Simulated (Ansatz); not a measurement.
## LuRu3C, space group Pm-3m: a single point from a YAML input

Run with Ansatz 0.2.0 through its Python package.

Input file `luru3c.yaml`:
```yaml
crystal:
  lattice:
    - [4.102454, 0.0, 0.0]
    - [0.0, 4.102454, 0.0]
    - [0.0, 0.0, 4.102454]
  atoms:
    - { symbol: Lu, position: [0.5, 0.5, 0.5] }
    - { symbol: Ru, position: [0.5, 0.0, 0.0] }
    - { symbol: Ru, position: [0.0, 0.5, 0.0] }
    - { symbol: Ru, position: [0.0, 0.0, 0.5] }
    - { symbol: C, position: [0.0, 0.0, 0.0] }
kpoints:
  mp_grid: { grid: [6, 6, 6] }
hamiltonian:
  xc: r2scan
scf:
  occupations: { method: cold, width: 0.1 }
output:
  stress: true
  eigenvalues: true
```

The script, `run_yaml_run.py`:
```python
from collections import Counter
import warnings

import ansatz as az
import numpy as np

warnings.simplefilter("ignore", az.DeckWarning)

result = az.Session.from_deck("luru3c.yaml").plan().execute()
data = result.report

energy = data["free_energy_ev"]
print("LuRu3C: {:.6f} eV = {:.6f} Ry = {:.6f} Ha".format(energy, energy / 13.605693, energy / 27.211386))
print("Fermi level {:.4f} eV, {} k-points, {} symmetry operations".format(data["fermi_energy_ev"], data["n_kpoints"], data["n_symmetry_ops"]))

print("pressure by term (GPa)")
for term, tensor in data["stress_terms_gpa"].items():
    if np.any(tensor):
        print(f"  {term:28s} {np.trace(np.array(tensor)) / 3:12.3f}")
print(f"  {'total':28s} {np.trace(np.array(data['stress_gpa'])) / 3:12.3f}")

edges = data.get("band_edges_ev")
if edges:
    print(f"band edges on the mesh: {edges[0]:.3f} and {edges[1]:.3f} eV, gap {edges[1] - edges[0]:.3f} eV")
else:
    print("no band edges reported (a metal, or a gap too narrow for this smearing); Fermi level", round(data["fermi_energy_ev"], 3), "eV")

print("band  energy (eV)  occupation, at k =", data["kpoints_frac"][0])
for band, (e, occ) in enumerate(zip(data["eigenvalues_ev"][0], data["occupations"][0]), start=1):
    print(f"{band:4d} {e:12.4f} {occ:9.4f}")

told = Counter((n["data"]["severity"], n["data"]["kind"]) for n in result.notices if n["event"] == "notice")
for (severity, kind), count in sorted(told.items()):
    print(f"{severity:8s} {kind} x{count}")
```

```console
$ python run_yaml_run.py
LuRu3C: -32668.905906 eV = -2401.120318 Ry = -1200.560159 Ha
Fermi level 20.1484 eV, 20 k-points, 48 symmetry operations
pressure by term (GPa)
  kinetic                          3185.575
  hartree                          2980.744
  ewald                           -8807.088
  local_pseudopotential            2145.378
  nonlocal_pseudopotential          120.577
  augmentation                      977.622
  nlcc                              -69.864
  xc                               -532.496
  augmentation_tail                  -0.001
  scf_correction                      0.005
  pulay_correction                    0.108
  total                               0.559
no band edges reported (a metal, or a gap too narrow for this smearing); Fermi level 20.148 eV
band  energy (eV)  occupation, at k = [0.0, 0.0, 0.0]
   1     -54.2800    2.0000
   2     -54.2014    2.0000
   3     -54.2014    2.0000
   4     -36.1676    2.0000
   5     -23.9036    2.0000
   6     -23.9036    2.0000
   7     -23.9036    2.0000
   8     -23.2908    2.0000
   9     -23.2908    2.0000
  10     -23.2908    2.0000
  11     -23.2877    2.0000
  12     -23.2877    2.0000
  13     -23.2877    2.0000
  14      -6.2789    2.0000
  15      -6.2789    2.0000
  16      -6.2789    2.0000
  17       5.9390    2.0000
  18      14.0188    2.0000
  19      15.7099    2.0000
  20      15.7099    2.0000
  21      15.7099    2.0000
  22      15.7390    2.0000
  23      15.7390    2.0000
  24      16.6617    2.0000
  25      16.6617    2.0000
  26      16.6617    2.0000
  27      16.6727    2.0000
  28      16.6727    2.0000
  29      16.6727    2.0000
  30      16.6760    2.0000
  31      17.8413    2.0000
  32      17.8413    2.0000
  33      17.8413    2.0000
  34      18.8520    2.0000
  35      18.8520    2.0000
  36      18.8520    2.0000
  37      19.6927    2.0000
  38      19.6927    2.0000
  39      21.6537    0.0000
  40      21.7416    0.0000
  41      21.7416    0.0000
  42      21.7416    0.0000
  43      25.4988    0.0000
  44      25.4988    0.0000
  45      27.2080    0.0000
  46      27.2080    0.0000
  47      27.2080    0.0000
audit    band_cg_iterations x1
audit    preconditioner_resolved x1
```

Notes:
- Absolute energies stand on the zero of these potentials, so only differences at equal settings mean something. A total without «per atom» is that of the cell as typed.
- No spin polarisation was allowed.
- The computed bands are complete only to about 5.6 eV above the Fermi level.
- The mesh is modest for a metal, so energies can be off by several to tens of meV an atom and pressures by half a GPa or more; differences at equal mesh fare better.
- Only differences from the Fermi energy are physical; the zero of the scale is a convention.
- Pressure is positive in compression.
- The structure comes from a database of computed cells and needn't be a stable or known phase.
- Gaps and levels are Kohn-Sham values on a finite set of k-points, without spin-orbit coupling.
- Wall time of the script: 12 s on 1 thread of Arm Neoverse V1 (shared host), peak memory 0.57 GiB.

(Lines on the test bed's own set-up are left out of the output.)
